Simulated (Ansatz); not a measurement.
**C2H5FGeSi: one species, many methods**

The task here is to estimate one member of a computed series from the others.

Method: functionals in def2-TZVPP, the program's frozen cores in correlated methods; program: Ansatz 0.2.0, Gaussian basis.

Levels to be run: LDA (SPW92), PBE-D4, revPBE-D4, BLYP-D4, r2SCAN-D4, B97M-V, PBE0-D4, B3LYP-D4, r2SCANh-D4, r2SCAN0-D4, HSE06-D4, BHLYP-D4, CAM-B3LYP-D4, LC-ωPBE, ωB97X-V, ωB97M-V, B2PLYP, PBE-QIDH; CCSD(T)/def2-SVP; CCSD(T)/def2-TZVPP; MP2/def2-QZVPP; extrapolation to the limit; RPA on PBE.

### Structure used throughout

All runs share one geometry, relaxed beforehand with PBE0-D4 in a triple-zeta def2 set.

SMILES `F[SiH2]C#[C][GeH3]`, 10 atoms, charge 0, spin multiplicity 1.

Atoms are counted from 1 here; the program's logs count them from 0.

Bond lengths: F1–Si2 1.596 Å, Si2–C3 1.816 Å, Si2–H6 1.479 Å, Si2–H7 1.479 Å, C3–C4 1.214 Å, C4–Ge5 1.905 Å, Ge5–H8 1.532 Å, Ge5–H9 1.532 Å, Ge5–H10 1.532 Å. Angles: F1–Si2–C3 109.3°, F1–Si2–H6 108.1°, F1–Si2–H7 108.1°, C3–Si2–H6 109.9°, C3–Si2–H7 109.9°, H6–Si2–H7 111.6°, Si2–C3–C4 178.7°, C3–C4–Ge5 179.6°, C4–Ge5–H8 108.2°, C4–Ge5–H9 108.3°, C4–Ge5–H10 108.4°, H8–Ge5–H9 110.6°, H8–Ge5–H10 110.6°, H9–Ge5–H10 110.7°.

Set-up of the first run:

The input, in.yaml:

```yaml
crystal:
  periodic: [false, false, false]
  atoms:
    - {symbol: F, position_ang: [-1.240040, 2.273155, -2.099778]}
    - {symbol: Si, position_ang: [-0.177285, 1.085324, -2.184637]}
    - {symbol: C, position_ang: [-0.044579, 0.281928, -0.561336]}
    - {symbol: C, position_ang: [0.063488, -0.272604, 0.512684]}
    - {symbol: Ge, position_ang: [0.222120, -1.134777, 2.203988]}
    - {symbol: H, position_ang: [-0.656100, 0.111810, -3.189825]}
    - {symbol: H, position_ang: [1.128744, 1.664279, -2.567394]}
    - {symbol: H, position_ang: [0.783519, -2.541475, 1.972325]}
    - {symbol: H, position_ang: [-1.170260, -1.206623, 2.838317]}
    - {symbol: H, position_ang: [1.173494, -0.312116, 3.078656]}
basis:
  gaussian: {orbitals: def2-TZVPP}
hamiltonian: {xc: lda}
output: {orbitals: {seedname: orbitals}}
```

On the command line:

```sh
$ ansatz run in.yaml --threads 2 --pin off --events-out ev --progress --plain --max-ram 32768MiB --backend cpu
```

Among the steps run: LDA; PBE-D4 (GGA); revPBE-D4 (GGA); BLYP-D4 (GGA); r2SCAN-D4 (meta-GGA); B97M-V (meta-GGA); PBE0-D4 (hybrid); B3LYP-D4 (hybrid); r2SCANh-D4 (hybrid); r2SCAN0-D4 (hybrid); HSE06-D4 (hybrid); BHLYP-D4 (hybrid); CAM-B3LYP-D4 (range-separated); LC-ωPBE (range-separated); ωB97X-V (range-separated); ωB97M-V (range-separated); B2PLYP (double hybrid); PBE-QIDH (double hybrid).

One table of the session follows, with a row left open; its other results are not shown here.

```
  functional  HOMO (eV)  gap (eV)
 LDA (SPW92)      -7.23      5.05
      PBE-D4      -7.10      5.15
   revPBE-D4      -7.04      5.19
     BLYP-D4      -6.93      5.16
   r2SCAN-D4      -7.36      5.63
      B97M-V      -7.40      5.62
     PBE0-D4      -8.30      7.24
    B3LYP-D4      -8.05      6.81
  r2SCANh-D4      -7.80      6.40
  r2SCAN0-D4      -8.47      7.54
    HSE06-D4      -7.90      6.46
    BHLYP-D4      -9.33      9.27
CAM-B3LYP-D4          ?         ?
     LC-ωPBE     -11.02     12.18
     ωB97X-V     -10.63     11.69
     ωB97M-V     -10.49     11.38
```

Estimate the missing values for CAM-B3LYP-D4.

As computed: HOMO (eV): -9.61; gap (eV): 9.65. In the column «HOMO (eV)» it lies between ωB97M-V (-10.49) and BHLYP-D4 (-9.33).
